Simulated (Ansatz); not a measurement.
# BiAs: strong compression

Aim: compress BiAs (rocksalt type) step by step, far beyond the usual range, and follow pressure and electronic structure. Methods of the runs shown: PAW. Its runs: cell relaxed at zero pressure (PAW); volume scaled by 1 (PAW); volume scaled by 0.9 (PAW); volume scaled by 0.8 (PAW); volume scaled by 0.7 (PAW); volume scaled by 0.6 (PAW); volume scaled by 0.5 (PAW); volume scaled by 0.4 (PAW and PAW (source ansatz)).

Program: Ansatz 0.2.0. Level of theory: DFT PBE, with the methods named in each step. These are calculated values, not measurements.

2 further runs of the same task are left out: 2 that didn't finish. Runs told in other sessions of the task aren't counted.

### 1 Starting point

Symmetry: Fm-3m, No. 225, cubic system. Conventional cell: a = 5.616 Å, b = 5.616 Å, c = 5.616 Å, α = 90.00°, β = 90.00°, γ = 90.00°. Bi (site symmetry m-3m) is surrounded by 6 As at 2.81 Å. As (site symmetry m-3m) has 6 Bi at 2.81 Å in its first shell of neighbours.

Structure file:

```xyz
2
Lattice="0.0000 2.8078 2.8078 2.8078 0.0000 2.8078 2.8078 2.8078 0.0000" Properties=species:S:1:pos:R:3 pbc="T T T"
Bi    0.0000    0.0000    0.0000
As    2.8078    2.8078    2.8078
```

Whether this phase is the stable one at these pressures isn't tested.

Atoms are numbered in the order of the input: Bi1, As2.

### 2 Cell relaxed at zero pressure, PAW

input.yaml reads:

```yaml
crystal:
  lattice:
    - [0.0, 2.8077865456, 2.8077865456]
    - [2.8077865456, 0.0, 2.8077865456]
    - [2.8077865456, 2.8077865456, 0.0]
  atoms:
    - { symbol: Bi, position: [0.0, 0.0, 0.0] }
    - { symbol: As, position: [0.5, 0.5, 0.5] }
kpoints:
  mp_grid: { grid: [13, 13, 13] }
scf:
  occupations: { method: fermi_dirac, width: 0.05 }
hamiltonian:
  xc: pbe
  pseudopotentials: { kind: paw }
output:
  forces: true
  stress: true
relax:
  f_tol: 0.005
  max_steps: 40
  cell: {}
```

Run with:

```
$ ansatz run input.yaml --threads 1 --pin off --max-ram 2048MiB --backend cpu --events-out ev --progress --plain --runs-dir out
```

After this run come: Volume scaled by 1, PAW; Volume scaled by 0.9, PAW; Volume scaled by 0.8, PAW; Volume scaled by 0.7, PAW; Volume scaled by 0.6, PAW; Volume scaled by 0.5, PAW; Volume scaled by 0.4, PAW; Volume scaled by 0.4, PAW (source ansatz).

Q: Predict the outcome of this session. Wanted: PAW pressure at 0.4 of the volume; fitted bulk modulus at zero pressure.

The runs gave:

| quantity | value |
| --- | --- |
| PAW pressure at 0.4 of the volume | 427.9 GPa |
| fitted bulk modulus at zero pressure (PAW) | 65 GPa |
| its pressure derivative | 4.23 |

In words: By PAW the pressure climbs to 428 GPa at 0.4 of the first volume. One third-order Birch-Murnaghan curve follows these points (B₀ = 65 GPa, B′ = 4.23, misfit at most 0.58 GPa). A fit over so wide a range leans to the high pressures, so B₀ can be off by several per cent. No all-electron run checks these rows here, and frozen cores can fail under such compression. The ions are at rest, and the electrons smeared by 0.05 eV. Spin-orbit coupling is left out, though the cell holds Bi; in elements this heavy it can shift bands and gaps by tenths of an eV.
